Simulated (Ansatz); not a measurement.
The system is CsEu.

```xyz
2
Lattice="4.4644 0.0000 0.0000 -2.2322 3.8663 0.0000 0.0000 0.0000 8.0086" Properties=species:S:1:pos:R:3 pbc="T T T"
Eu    2.2322    1.2888    0.0000
Cs    0.0000    0.0000    4.0043
```

The cell comes from a database or a generator and needn't be the stable form of this composition.

Base run:

| Quantity | Value |
| --- | --- |
| Program | Ansatz 0.2.0 |
| Functional | PBE |
| Potentials or basis | Ansatz PAW |
| Cutoff | 420 eV (not typed: the program's choice for these potentials) |
| k mesh | 6 × 6 × 3 |
| Occupations | fermi-dirac, width 0.05 eV |
| Spin | collinear spin, ferromagnetic start |
| Starting moments | [10.5, 0.0] μB |
| Fixed moment | 10.5 μB |

Its results: pressure -1.0 GPa; site moments Eu +8.06; Cs +0.74 μB.

The run is repeated on the same cell with these changes: fixed moment from 10.5 μB to 14 μB; moments at the start from [10.5, 0.0] to [14.0, 0.0]. What comes out?

Pressure -3.4 GPa; site moments Eu +8.02; Cs +3.67 μB.

Caveats: the total moment is fixed, so each spin has its own Fermi level; the thresholds are loose for stress.
